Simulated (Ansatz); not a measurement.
# Ta: the cost of one run

Computed with the Python package of Ansatz 0.2.0. Level of theory: DFT r2SCAN, plane waves, PAW.

### Step 1. Starting point

Symmetry: P4/mbm, No. 127, tetragonal system. Conventional cell: a = 22.709 Å, b = 22.709 Å, c = 2.377 Å, α = 90.00°, β = 90.00°, γ = 90.00°. Ta (site symmetry m2m) has 2 Ta at 2.38 Å as nearest neighbours.

No structure file is read: the coordinates are typed or built in the script.

### Step 2. The code

Contents of bands_ta.py:

```python
"""Bands of Ta along a path through the zone."""

from collections import Counter
from pathlib import Path
import json

import ansatz as az
from ase import Atoms
import matplotlib.pyplot as plt
import numpy as np

atoms = Atoms(
    ["Ta", "Ta", "Ta", "Ta"],
    scaled_positions=[
        [0.31863, 0.81863, 0.0],
        [0.68137, 0.18137, 0.0],
        [0.18137, 0.31863, 0.0],
        [0.81863, 0.68137, 0.0],
    ],
    cell=[
        [22.70911, 0.0, 0.0],
        [0.0, 22.70911, 0.0],
        [0.0, 0.0, 2.37728],
    ],
    pbc=True,
)
structure = az.Crystal.from_ase(atoms)

# vertices of the path, as fractions of the reciprocal vectors
path = [
    ("G", (0.0, 0.0, 0.0)),
    ("X", (0.0, 0.5, 0.0)),
    ("M", (0.5, 0.5, 0.0)),
    ("G", (0.0, 0.0, 0.0)),
    ("Z", (0.0, 0.0, 0.5)),
    ("R", (0.0, 0.5, 0.5)),
    ("A", (0.5, 0.5, 0.5)),
]
setup = (
    structure.calculation()
    .functional(az.Functional.R2SCAN)
    .kpoints(1, 1, 10)
    .occupations(az.OccupationsMethod.COLD, width=0.05)
    .band_structure([point for _, point in path], intervals=4)
    .scf(extra_bands=8)
    .forces()
)
result = setup.run(events_out="events.ndjson")
summary = result.report
with open("events.ndjson") as stream:
    kinds = Counter(json.loads(line)["event"] for line in stream)
print("events:", {kind: kinds[kind] for kind in ("scf_iter", "scf_done", "notice", "finished")})

for key in ("converged", "n_iterations", "n_electrons", "n_kpoints", "n_pw", "n_symmetry_ops", "free_energy_ev", "fermi_energy_ev"):
    print(f"{key:18s} {summary[key]}")

lines = ["| quantity | value |", "|---|---|"]
lines.append(f"| free energy per atom | {summary['free_energy_ev'] / len(result.lattice.sites):.4f} eV |")
lines.append(f"| Fermi level | {summary['fermi_energy_ev']:.3f} eV |")
lines.append(f"| volume per atom | {summary['setup']['cell_volume_ang3'] / len(result.lattice.sites):.3f} A^3 |")
lines.append(f"| valence electrons | {summary['n_electrons']:g} |")
Path("summary.md").write_text("\n".join(lines) + "\n")

if result.unlabelled_reasons:
    print("not a label:", result.unlabelled_reasons)
else:
    print(result.training_frame().splitlines()[0], "atoms in the frame")

bands = result.band_structure()
fermi = bands.fermi_energy_ev
print(f"zero of the bands: {fermi:.3f} eV, the Fermi level found on the SCF mesh")
reciprocal = 2 * np.pi * np.linalg.inv(result.lattice.cell_ang).T
steps = np.linalg.norm(np.diff(bands.kpoints_frac @ reciprocal, axis=0), axis=1)
distance = np.concatenate([[0], np.cumsum(steps)])
fig, ax = plt.subplots(figsize=(5, 4))
for channel, colour in zip(bands.channels, ("C0", "C3")):
    ax.plot(distance, channel.eigenvalues_ev - fermi, colour, lw=1)
ax.set_xticks(distance[::4], [label for label, _ in path])
ax.set(ylim=(-4, 4), ylabel="E - E_F (eV)", xlim=(0, distance[-1]))
ax.grid(axis="x")
fig.savefig("bands.png", dpi=100)
first = bands.channels[0].eigenvalues_ev - fermi
near = np.argsort(np.abs(first.mean(axis=0)))[:4]
for band in sorted(near):
    print(f"band {band + 1}: {first[:, band].min():.3f} to {first[:, band].max():.3f} eV")
```

### Step 3. What the engine is handed

The engine receives this input:

```yaml
crystal:
  lattice:
    - [22.70911, 0.0, 0.0]
    - [0.0, 22.70911, 0.0]
    - [0.0, 0.0, 2.37728]
  atoms:
    - { symbol: Ta, position: [0.31863, 0.81863, 0.0] }
    - { symbol: Ta, position: [0.68137, 0.18137, 0.0] }
    - { symbol: Ta, position: [0.18137, 0.31863, 0.0] }
    - { symbol: Ta, position: [0.81863, 0.68137, 0.0] }
kpoints:
  mp_grid:
    grid: [1, 1, 10]
  band_path:
    path:
      - [0.0, 0.0, 0.0]
      - [0.0, 0.5, 0.0]
      - [0.5, 0.5, 0.0]
      - [0.0, 0.0, 0.0]
      - [0.0, 0.0, 0.5]
      - [0.0, 0.5, 0.5]
      - [0.5, 0.5, 0.5]
    npoints: 4
hamiltonian:
  xc: r2scan
scf:
  n_extra_bands: 8
  occupations:
    method: cold
    width: 0.05
output:
  forces: true
```

### Step 4. Launch

Run with:

```bash
> python bands_ta.py
```

**Question.** How long does this script take on 1 thread of Arm Neoverse V1, shared host, and how much memory does it need?

About 2.5 min, with a peak of 2.7 GiB.
